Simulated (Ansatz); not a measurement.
**HfO2 (P4_2/nmc): equation of state with a fit**

Where is the equilibrium volume of HfO2 (P4_2/nmc), and how stiff is it? Aim: an equation of state with a fit, for HfO2 (P4_2/nmc), run from a script.

Program: the Python package of Ansatz 0.2.0. Level of theory: DFT PBE, plane waves, PAW. These are calculated values, not measurements.

## 1. The structure

The structure is tetragonal, space group P4_2/nmc (No. 137). The conventional cell has a = 3.558 Å, b = 3.558 Å, c = 5.172 Å, α = 90.00°, β = 90.00°, γ = 90.00°. Hf (site symmetry -4m2) has 4 O at 2.05 Å as nearest neighbours. O (site symmetry 2mm) has 2 Hf at 2.05 Å as nearest neighbours.

No structure file is read: the coordinates are typed or built in the script.

## 2. The code

File run_eos.py:

```python
'''Equation of state of HfO2.'''

import warnings

import ansatz
import numpy as np
from pymatgen.analysis.eos import EOS

VECTORS = np.array([
    [3.55801933, 0.0, 0.0],
    [0.0, 3.55801933, 0.0],
    [0.0, 0.0, 5.17186121],
])
SITES = [
    ('Hf', [0.5, 0.5, 0.5]),
    ('Hf', [0.0, 0.0, 0.0]),
    ('O', [0.0, 0.5, 0.69720788]),
    ('O', [0.5, 0.0, 0.80279212]),
    ('O', [0.5, 0.0, 0.30279212]),
    ('O', [0.0, 0.5, 0.19720788]),
]


def crystal_on(cell):
    crystal = ansatz.Crystal(lattice=ansatz.Lattice.of(cell))
    for symbol, position in SITES:
        crystal = crystal.atom(symbol, position)
    return crystal


def main() -> None:
    warnings.simplefilter('ignore', ansatz.DeckWarning)

    # uniform scaling of the cell
    volumes, energies = [], []
    for scale in np.linspace(0.95, 1.07, 5):
        cell = VECTORS * scale ** (1 / 3)
        job = (
            crystal_on(cell).calculation()
            .functional('pbe')
            .pseudopotentials('paw')
            .occupations('Fixed')
            .basis(500)
            .kpoints(6, 6, 4)
        )
        rep = job.run(threads=1).report
        volumes.append(abs(np.linalg.det(cell)) / len(SITES))
        energies.append(rep['free_energy_ev'] / len(SITES))
        print(f'V = {volumes[-1]:8.4f} A^3/atom  F = {energies[-1]:.5f} eV/atom')

    for form in ['pourier_tarantola', 'murnaghan', 'vinet']:
        fit = EOS(eos_name=form).fit(volumes, energies)
        print(f'{form:18s} V0 {fit.v0:8.4f} A^3/atom  B0 {fit.b0_GPa:7.1f} GPa  B1 {fit.b1:5.2f}')


if __name__ == '__main__':
    main()
```

## 3. What the engine is handed

The package turns the script's settings into the engine's input (first run):

```yaml
crystal:
  lattice:
    - [3.4977022652345413, 0.0, 0.0]
    - [0.0, 3.4977022652345413, 0.0]
    - [0.0, 0.0, 5.084185607753755]
  atoms:
    - { symbol: Hf, position: [0.5, 0.5, 0.5] }
    - { symbol: Hf, position: [0.0, 0.0, 0.0] }
    - { symbol: O, position: [0.0, 0.5, 0.69720788] }
    - { symbol: O, position: [0.5, 0.0, 0.80279212] }
    - { symbol: O, position: [0.5, 0.0, 0.30279212] }
    - { symbol: O, position: [0.0, 0.5, 0.19720788] }
basis:
  ecutwfc: 500.0
kpoints:
  mp_grid:
    grid: [6, 6, 4]
hamiltonian:
  xc: pbe
  pseudopotentials:
    kind: paw
scf:
  occupations:
    method: fixed
```

## 4. The run

On the command line:

```
> python run_eos.py
```

The program printed:

```text
V =  10.3666 A^3/atom  F = -5620.43738 eV/atom
V =  10.6940 A^3/atom  F = -5620.47977 eV/atom
V =  11.0213 A^3/atom  F = -5620.50321 eV/atom
V =  11.3487 A^3/atom  F = -5620.51034 eV/atom
V =  11.6761 A^3/atom  F = -5620.50345 eV/atom
pourier_tarantola  V0  11.3431 A^3/atom  B0   237.9 GPa  B1  4.30
murnaghan          V0  11.3436 A^3/atom  B0   238.2 GPa  B1  4.06
vinet              V0  11.3433 A^3/atom  B0   238.0 GPa  B1  4.23
```

Run time: 23 s. Hardware: 1 thread of Arm Neoverse V2, shared host; peak memory 0.52 GiB.

## 5. Inputs of later runs

The engine's inputs for some of the other runs:

Run 2, against run 1:

```diff
@@ -3,3 +3,3 @@
-    - [3.4977022652345413, 0.0, 0.0]
-    - [0.0, 3.4977022652345413, 0.0]
-    - [0.0, 0.0, 5.084185607753755]
+    - [3.5341392861179854, 0.0, 0.0]
+    - [0.0, 3.5341392861179854, 0.0]
+    - [0.0, 0.0, 5.137149686202155]
```

Run 4, against run 1:

```diff
@@ -3,3 +3,3 @@
-    - [3.4977022652345413, 0.0, 0.0]
-    - [0.0, 3.4977022652345413, 0.0]
-    - [0.0, 0.0, 5.084185607753755]
+    - [3.6048407431634666, 0.0, 0.0]
+    - [0.0, 3.6048407431634666, 0.0]
+    - [0.0, 0.0, 5.2399198201643005]
```

Run 5, against run 1:

```diff
@@ -3,3 +3,3 @@
-    - [3.4977022652345413, 0.0, 0.0]
-    - [0.0, 3.4977022652345413, 0.0]
-    - [0.0, 0.0, 5.084185607753755]
+    - [3.639174626156815, 0.0, 0.0]
+    - [0.0, 3.639174626156815, 0.0]
+    - [0.0, 0.0, 5.2898268221147315]
```

## 6. The engine's runs

The 5 runs, in the order started:

| run | volume (Å³/atom) | energy from run 4 (meV/atom) | gap on the mesh (eV) | SCF cycles | CPU time (s) |
| --- | --- | --- | --- | --- | --- |
| 1 | 10.367 | 72.97 | 4.94 | 7 | 3.9 |
| 2 | 10.694 | 30.57 | 4.85 | 7 | 3.9 |
| 3 | 11.021 | 7.14 | 4.73 | 7 | 4.4 |
| 4 | 11.349 | 0.00 | 4.62 | 7 | 4.4 |
| 5 | 11.676 | 6.89 | 4.51 | 7 | 4.5 |

## 7. Outcome

```
                      quantity           value
                 runs compared               5
               range of energy  72.97 meV/atom
lowest point, volume (Å³/atom)          11.349
      equilibrium volume (fit)   11.34 Å³/atom
            bulk modulus (fit)         238 GPa
```

What this shows: A third-order Birch-Murnaghan fit through the 5 points (the script's own form differs a little) has its minimum at 11.34 Å³ an atom, 4.0 % above the typed cell, with a bulk modulus of 238 GPa and dB/dP = 4.2. From that minimum the energy rises by 73.0 meV an atom on the compressed side and 6.9 meV on the expanded side. Caveats:
- The run is spin-unpolarised.
- Shape and fractional positions are held along the curve, so the bulk modulus is an upper value where they are free to relax.
- Spin-orbit coupling, which matters for elements this heavy, is left out.
- The structure comes from a database of computed cells and needn't be a stable or known phase.
